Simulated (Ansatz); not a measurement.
# Mg: the cost of one run

Computed with Ansatz 0.2.0 (DFT PBEsol, scalar-relativistic, plane waves, PAW, unless a step's input says otherwise).

## Step 1: The structure to begin with

It takes space group I4/mmm (No. 139, tetragonal). Conventional cell: a = 3.672 Å, b = 3.672 Å, c = 3.359 Å, α = 90.00°, β = 90.00°, γ = 90.00°. Mg (site symmetry 4/mmm) has 10 Mg at 3.09 to 3.36 Å as nearest neighbours.

Coordinates:

```
CELL_PARAMETERS angstrom
-1.83599 1.83599 1.67940
1.83599 -1.83599 1.67940
1.83599 1.83599 -1.67940
ATOMIC_POSITIONS crystal
Mg 0.00000 0.00000 0.00000
```

The structure comes from the Materials Project (structure only).

## Step 2: A change within the space group

The change: strain xx, yy, zz, yz, xz, xy = +4.9, +4.9, -1.1, +0.0, +0.0, +0.0 %.

input.yaml

```yaml
crystal:
  lattice:
    - [-1.9256614612, 1.9256614612, 1.6606618711]
    - [1.9256614612, -1.9256614612, 1.6606618711]
    - [1.9256614612, 1.9256614612, -1.6606618711]
  atoms:
    - { symbol: Mg, position: [0.0, 0.0, 0.0] }
basis:
  ecutwfc: 420
kpoints:
  mp_grid: { grid: [16, 16, 16] }
hamiltonian:
  xc: pbesol
scf:
  occupations: { method: gaussian, width: 0.1 }
output:
  forces: true
  stress: true
  eigenvalues: true
```

Q: Estimate wall time and peak memory on 1 thread of an Arm CPU, shared host.

About 3.2 s, with a peak of 0.33 GiB.
